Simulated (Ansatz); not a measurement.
# CH4ClNOSi: two geometries relaxed, part 2 of 2

Are the two ends of the inversion of the pyramid at N1 separate minima, and which lies lower? Each is relaxed from a guess. SMILES of the start: N[Si]1(Cl)CO1.

Ansatz 0.2.0; RKS B3LYP/def2-SVP. Earlier steps stand in the parts before.

## (3) End point B

The second end starts from a geometry with the move made by hand.

Input file input.yaml:

```yaml
crystal:
  periodic: [false, false, false]
  atoms:
    - { symbol: "N", position_ang: [0.9362, 0.9473, -0.9917] }
    - { symbol: Si, position_ang: [0.4661, -0.3556, -0.0883] }
    - { symbol: Cl, position_ang: [0.5978, -2.1038, -1.0962] }
    - { symbol: C, position_ang: [-0.569, -0.2043, 1.3388] }
    - { symbol: O, position_ang: [-1.1699, -0.1501, 0.0117] }
    - { symbol: H, position_ang: [1.04321, 1.76628, -0.27546] }
    - { symbol: H, position_ang: [1.8772, 0.83211, -1.32631] }
    - { symbol: H, position_ang: [-0.548, 0.711, 1.9178] }
    - { symbol: H, position_ang: [-0.8153, -1.0962, 1.9596] }
basis:
  gaussian: { orbitals: def2-SVP }
hamiltonian:
  xc: b3lyp
relax:
  f_tol: 0.015
  max_steps: 40
```

Command:

```sh
$ ansatz run input.yaml --threads 2 --pin off --max-ram 3072MiB --backend cpu --events-out ev --progress --plain --runs-dir out
```

Log:

```text
Warning: RAYON_NUM_THREADS=2 ignored (pool sized by the plan → 2); use --threads N
The last accepted step is kept in <dir> (removed where the run ends without a failure and the disk answers)
Engine: ansatz 0.2.0, x86_64-unknown-linux-gnu
Functional definition: B3LYP
  parameter a0 = 0.2
  parameter ax = 0.72
  parameter ac = 0.81
  exchange = (1 - a0 - ax)*slater_x + ax*b88_x + a0*exact_x
  correlation = (1 - ac)*vwn_rpa_c + ac*lyp_c
1021 factors; integrals over basis functions are off by at most 4.5e-4 eV
mean field evaluation 1: about -25019.9777 eV, gradient 7.2e1 eV
mean field evaluation 2: about -24992.0956 eV, gradient 1.3e2 eV
mean field evaluation 4: about -25030.6675 eV, gradient 9.2e0 eV
mean field evaluation 8: about -25030.8404 eV, gradient 5.9e-1 eV
mean field evaluation 16: about -25030.8413 eV, gradient 2.6e-5 eV
mean field -25030.84130498 eV, -919.8664514444 hartree, gradient 2.6e-5 eV, S^2 0.000000; 0 other end points of the search recorded, 0 dependent functions left out
the calculation of the forces begins
reference -25030.84152951 eV, -919.8664596958 hartree; 28, 28 occupied and 70, 70 virtual orbitals, 1021 factors
relax step   1: F+E_penalty+E_count = -25030.84130498 eV  Δ(F+E_penalty+E_count) = +0.000e0 eV  max|allowed force component| = 3.522e0 eV/Å  Δτ_max = 0.0000 Å  (28 SCF iters, accepted)
these checks for a lower state are left out or cut short: starts, cluster_reference, orbital_swaps, neighbouring_geometries, increment
1021 factors; integrals over basis functions are off by at most 4.8e-4 eV
mean field -25031.62332977 eV, -919.8951903253 hartree, gradient 5.7e-5 eV, S^2 0.000000; 0 other end points of the search recorded, 0 dependent functions left out
the calculation of the forces begins
reference -25031.62355751 eV, -919.8951986948 hartree; 28, 28 occupied and 70, 70 virtual orbitals, 1021 factors
relax step   2: F+E_penalty+E_count = -25031.62332977 eV  Δ(F+E_penalty+E_count) = -7.820e-1 eV  max|allowed force component| = 1.166e0 eV/Å  Δτ_max = 0.1959 Å  (31 SCF iters, accepted)
these checks for a lower state are left out or cut short: starts, cluster_reference, orbital_swaps, neighbouring_geometries, increment
1021 factors; integrals over basis functions are off by at most 4.8e-4 eV
mean field -25031.77218849 eV, -919.9006607824 hartree, gradient 1.4e-5 eV, S^2 0.000000; 0 other end points of the search recorded, 0 dependent functions left out
the calculation of the forces begins
reference -25031.77241656 eV, -919.9006691637 hartree; 28, 28 occupied and 70, 70 virtual orbitals, 1021 factors
relax step   3: F+E_penalty+E_count = -25031.77218849 eV  Δ(F+E_penalty+E_count) = -1.489e-1 eV  max|allowed force component| = 5.328e-1 eV/Å  Δτ_max = 0.1076 Å  (30 SCF iters, accepted)
these checks for a lower state are left out or cut short: starts, cluster_reference, orbital_swaps, neighbouring_geometries, increment
1021 factors; integrals over basis functions are off by at most 4.5e-4 eV
mean field evaluation 32: about -25031.7352 eV, gradient 5.4e0 eV
mean field -25031.82979879 eV, -919.9027779219 hartree, gradient 1.8e-5 eV, S^2 0.000000; 0 other end points of the search recorded, 0 dependent functions left out
the calculation of the forces begins
reference -25031.83002753 eV, -919.9027863280 hartree; 28, 28 occupied and 70, 70 virtual orbitals, 1021 factors
relax step   4: F+E_penalty+E_count = -25031.82979879 eV  Δ(F+E_penalty+E_count) = -5.761e-2 eV  max|allowed force component| = 7.216e-1 eV/Å  Δτ_max = 0.1196 Å  (28 SCF iters, accepted)
these checks for a lower state are left out or cut short: starts, cluster_reference, orbital_swaps, neighbouring_geometries, increment
1021 factors; integrals over basis functions are off by at most 4.0e-4 eV
mean field -25031.83028964 eV, -919.9027959602 hartree, gradient 9.0e-6 eV, S^2 0.000000; 0 other end points of the search recorded, 0 dependent functions left out
the calculation of the forces begins
reference -25031.83051945 eV, -919.9028044057 hartree; 28, 28 occupied and 70, 70 virtual orbitals, 1021 factors
relax step   5: F+E_penalty+E_count = -25031.83028964 eV  Δ(F+E_penalty+E_count) = -4.908e-4 eV  max|allowed force component| = 8.758e-1 eV/Å  Δτ_max = 0.2000 Å  (30 SCF iters, accepted)
these checks for a lower state are left out or cut short: starts, cluster_reference, orbital_swaps, neighbouring_geometries, increment
1021 factors; integrals over basis functions are off by at most 4.1e-4 eV
mean field -25031.86310851 eV, -919.9040020316 hartree, gradient 2.3e-5 eV, S^2 0.000000; 0 other end points of the search recorded, 0 dependent functions left out
the calculation of the forces begins
reference -25031.86333863 eV, -919.9040104882 hartree; 28, 28 occupied and 70, 70 virtual orbitals, 1021 factors
relax step   6: F+E_penalty+E_count = -25031.86310851 eV  Δ(F+E_penalty+E_count) = -3.282e-2 eV  max|allowed force component| = 3.358e-1 eV/Å  Δτ_max = 0.1621 Å  (29 SCF iters, accepted)
these checks for a lower state are left out or cut short: starts, cluster_reference, orbital_swaps, neighbouring_geometries, increment
1021 factors; integrals over basis functions are off by at most 4.1e-4 eV
mean field -25031.88394799 eV, -919.9047678684 hartree, gradient 8.9e-5 eV, S^2 0.000000; 0 other end points of the search recorded, 0 dependent functions left out
the calculation of the forces begins
reference -25031.88417676 eV, -919.9047762754 hartree; 28, 28 occupied and 70, 70 virtual orbitals, 1021 factors
relax step   7: F+E_penalty+E_count = -25031.88394799 eV  Δ(F+E_penalty+E_count) = -2.084e-2 eV  max|allowed force component| = 2.506e-1 eV/Å  Δτ_max = 0.1055 Å  (26 SCF iters, accepted)
these checks for a lower state are left out or cut short: starts, cluster_reference, orbital_swaps, neighbouring_geometries, increment
1021 factors; integrals over basis functions are off by at most 4.0e-4 eV
mean field -25031.88377610 eV, -919.9047615514 hartree, gradient 6.7e-5 eV, S^2 0.000000; 0 other end points of the search recorded, 0 dependent functions left out
the calculation of the forces begins
reference -25031.88400621 eV, -919.9047700080 hartree; 28, 28 occupied and 70, 70 virtual orbitals, 1021 factors
relax step   8: F+E_penalty+E_count = -25031.88377610 eV  Δ(F+E_penalty+E_count) = +1.719e-4 eV  max|allowed force component| = 5.798e-1 eV/Å  Δτ_max = 0.0526 Å  (27 SCF iters, rejected (line search))
these checks for a lower state are left out or cut short: starts, cluster_reference, orbital_swaps, neighbouring_geometries, increment
1021 factors; integrals over basis functions are off by at most 4.0e-4 eV
mean field evaluation 64: about -25031.8800 eV, gradient 1.1e-2 eV
mean field -25031.88832026 eV, -919.9049285463 hartree, gradient 6.3e-5 eV, S^2 0.000000; 0 other end points of the search recorded, 0 dependent functions left out
the calculation of the forces begins
reference -25031.88854934 eV, -919.9049369648 hartree; 28, 28 occupied and 70, 70 virtual orbitals, 1021 factors
relax step   9: F+E_penalty+E_count = -25031.88832026 eV  Δ(F+E_penalty+E_count) = -4.372e-3 eV  max|allowed force component| = 5.999e-2 eV/Å  Δτ_max = 0.0257 Å  (27 SCF iters, accepted)
these checks for a lower state are left out or cut short: starts, cluster_reference, orbital_swaps, neighbouring_geometries, increment
1021 factors; integrals over basis functions are off by at most 4.0e-4 eV
mean field -25031.88912793 eV, -919.9049582275 hartree, gradient 8.4e-5 eV, S^2 0.000000; 0 other end points of the search recorded, 0 dependent functions left out
the calculation of the forces begins
reference -25031.88935713 eV, -919.9049666507 hartree; 28, 28 occupied and 70, 70 virtual orbitals, 1021 factors
relax step  10: F+E_penalty+E_count = -25031.88912793 eV  Δ(F+E_penalty+E_count) = -8.077e-4 eV  max|allowed force component| = 1.044e-1 eV/Å  Δτ_max = 0.0568 Å  (26 SCF iters, accepted)
these checks for a lower state are left out or cut short: starts, cluster_reference, orbital_swaps, neighbouring_geometries, increment
1021 factors; integrals over basis functions are off by at most 4.1e-4 eV
mean field -25031.88529727 eV, -919.9048174535 hartree, gradient 7.0e-5 eV, S^2 0.000000; 0 other end points of the search recorded, 0 dependent functions left out
the calculation of the forces begins
reference -25031.88552624 eV, -919.9048258678 hartree; 28, 28 occupied and 70, 70 virtual orbitals, 1021 factors
relax step  11: F+E_penalty+E_count = -25031.88529727 eV  Δ(F+E_penalty+E_count) = +3.831e-3 eV  max|allowed force component| = 3.107e-1 eV/Å  Δτ_max = 0.0560 Å  (26 SCF iters, rejected (line search))
these checks for a lower state are left out or cut short: starts, cluster_reference, orbital_swaps, neighbouring_geometries, increment
1021 factors; integrals over basis functions are off by at most 4.0e-4 eV
mean field -25031.89048405 eV, -919.9050080640 hartree, gradient 6.2e-5 eV, S^2 0.000000; 0 other end points of the search recorded, 0 dependent functions left out
the calculation of the forces begins
reference -25031.89071313 eV, -919.9050164828 hartree; 28, 28 occupied and 70, 70 virtual orbitals, 1021 factors
relax step  12: F+E_penalty+E_count = -25031.89048405 eV  Δ(F+E_penalty+E_count) = -1.356e-3 eV  max|allowed force component| = 5.866e-2 eV/Å  Δτ_max = 0.0208 Å  (27 SCF iters, accepted)
these checks for a lower state are left out or cut short: starts, cluster_reference, orbital_swaps, neighbouring_geometries, increment
1021 factors; integrals over basis functions are off by at most 4.0e-4 eV
mean field -25031.89070984 eV, -919.9050163618 hartree, gradient 9.5e-6 eV, S^2 0.000000; 0 other end points of the search recorded, 0 dependent functions left out
the calculation of the forces begins
reference -25031.89093897 eV, -919.9050247822 hartree; 28, 28 occupied and 70, 70 virtual orbitals, 1021 factors
relax step  13: F+E_penalty+E_count = -25031.89070984 eV  Δ(F+E_penalty+E_count) = -2.258e-4 eV  max|allowed force component| = 2.448e-2 eV/Å  Δτ_max = 0.0089 Å  (24 SCF iters, accepted)
these checks for a lower state are left out or cut short: starts, cluster_reference, orbital_swaps, neighbouring_geometries, increment
1021 factors; integrals over basis functions are off by at most 4.0e-4 eV
mean field -25031.89079371 eV, -919.9050194437 hartree, gradient 9.2e-6 eV, S^2 0.000000; 0 other end points of the search recorded, 0 dependent functions left out
the calculation of the forces begins
reference -25031.89102300 eV, -919.9050278699 hartree; 28, 28 occupied and 70, 70 virtual orbitals, 1021 factors
relax step  14: F+E_penalty+E_count = -25031.89079371 eV  Δ(F+E_penalty+E_count) = -8.386e-5 eV  max|allowed force component| = 4.566e-3 eV/Å  Δτ_max = 0.0074 Å  (24 SCF iters, accepted)
1021 factors; integrals over basis functions are off by at most 4.0e-4 eV
mean field evaluation 96: about -25031.8908 eV, gradient 9.2e-6 eV
mean field -25031.89079371 eV, -919.9050194437 hartree, gradient 9.2e-6 eV, S^2 0.000000; 1 other end points of the search recorded, 0 dependent functions left out
the calculation of the forces begins
reference -25031.89102300 eV, -919.9050278699 hartree; 28, 28 occupied and 70, 70 virtual orbitals, 1021 factors
Total energy: -25031.89102300 eV, -919.9050278699 hartree
Atom 0 at     1.201906     0.941519    -0.855622 Å, force     0.000406    -0.004566     0.002332 eV/Å
Atom 1 at     0.259784    -0.280957    -0.154463 Å, force    -0.004066    -0.004124     0.001810 eV/Å
Atom 2 at     0.795071    -2.059174    -1.052522 Å, force    -0.000108    -0.000405    -0.000640 eV/Å
Atom 3 at    -0.586296    -0.293970     1.448377 Å, force     0.002741     0.001376    -0.000588 eV/Å
Atom 4 at    -1.340979     0.019692     0.165209 Å, force     0.000943     0.001527    -0.002907 eV/Å
Atom 5 at     1.022948     1.927677    -0.702970 Å, force     0.001190     0.000929    -0.000650 eV/Å
Atom 6 at     1.986358     0.752028    -1.467531 Å, force    -0.001723     0.004475     0.000535 eV/Å
Atom 7 at    -0.581267     0.558562     2.142801 Å, force    -0.000634     0.001990    -0.000111 eV/Å
Atom 8 at    -0.939215    -1.218687     1.926651 Å, force     0.001251    -0.001203     0.000219 eV/Å
Dipole moment:     0.512423     0.357354     0.019843 e Å
```

Wall time 56 s (2 threads of Intel Xeon at 2.70GHz, shared host); peak memory 0.22 GiB.

Step by step:

```
step  energy from step 1 (eV)  largest force component (eV/Å)
   1                   0.0000                          3.5219
   2                  -0.7820                          1.1657
   3                  -0.9309                          0.5328
   4                  -0.9885                          0.7216
   5                  -0.9890                          0.8758
   6                  -1.0218                          0.3358
   7                  -1.0426                          0.2506
  8x                  -1.0425                          0.5798
   9                  -1.0470                          0.0600
  10                  -1.0478                          0.1044
 11x                  -1.0440                          0.3107
  12                  -1.0492                          0.0587
  13                  -1.0494                          0.0245
  14                  -1.0495                          0.0046
```

Step 1 is the start. 2 steps were tried and not accepted (marked x).

After: Bond lengths: N1–Si2 1.695 Å, Si2–Cl3 2.063 Å, Si2–C4 1.812 Å, Si2–O5 1.660 Å, C4–O5 1.521 Å, N1–H6 1.014 Å, N1–H7 1.013 Å, C4–H8 1.100 Å, C4–H9 1.099 Å. Angles (14 of 16 angles, heavy atoms first): N1–Si2–Cl3 107.3°, N1–Si2–C4 129.1°, N1–Si2–O5 119.0°, Cl3–Si2–C4 120.0°, Cl3–Si2–O5 119.4°, C4–Si2–O5 51.7°, Si2–C4–O5 58.9°, Si2–O5–C4 69.3°, Si2–N1–H6 122.8°, Si2–N1–H7 123.1°, Si2–C4–H8 123.4°, Si2–C4–H9 122.7°, O5–C4–H8 112.0°, O5–C4–H9 112.4°.

## (4) Summary of results

This closing draws on all 2 parts.

```
                           quantity                     value
                              end A  12 moves, 1.080 eV lower
                              end B  11 moves, 1.049 eV lower
largest difference between the ends                    0.01 Å
            end B relative to end A                 +0.000 eV
```

What this shows: Both starts fell into the same minimum (no atom differs by more than 0.01 Å), so from this start no second minimum was found and no band was run; another arrangement could still be one.
